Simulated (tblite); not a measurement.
# C2H12N2OSi2: the cost of one run

Computed with tblite 0.8.0 and PySCF 2.14.0; each step states its level. No surroundings beyond the atoms listed, unless a continuum is named. Atoms count from 0, parts from 1.

## Step 1: Starting point

19 atoms, charge 0, multiplicity 1; geometry: distance geometry start.

## Step 2: Relaxing the cluster with GFN2-xTB

Job settings and geometry (Å):

```
{"job": {"kind": "relax", "xc": "GFN2-xTB", "basis": "xTB"}, "charge": 0, "multiplicity": 1}
Si     0.516737    -0.535588    -0.669200
N      1.380053    -0.442233     0.779843
Si     2.756102     0.500628     0.571280
O      0.485528    -2.133037    -0.995193
N     -1.032362    -0.053723    -0.117876
C     -1.422854     1.365845    -0.070197
C     -2.231070    -0.821690    -0.551256
H      0.974777     0.332712    -1.798927
H      0.750544     0.020208     1.450993
H      3.691670    -0.130899    -0.443469
H      2.376150     1.849022     0.210109
H      3.445573     0.541234     1.926703
H      0.549821    -2.667041    -0.203765
H     -0.644080     1.964309     0.407816
H     -1.594885     1.770688    -1.089668
H     -2.308519     1.509241     0.547461
H     -3.123887    -0.532280     0.061338
H     -2.465236    -0.660608    -1.597834
H     -2.109090    -1.882612    -0.378957
```

Method: GFN2-xTB geometry optimisation, gas phase.

Started as:

```bash
OMP_NUM_THREADS=1 python cluster_run.py task.json out
```

The driver reads the jobs from task.json and runs them one after another.

**Question.** How long does this first job take on 1 thread of Arm Neoverse V1, shared host?

About 8.5 s.
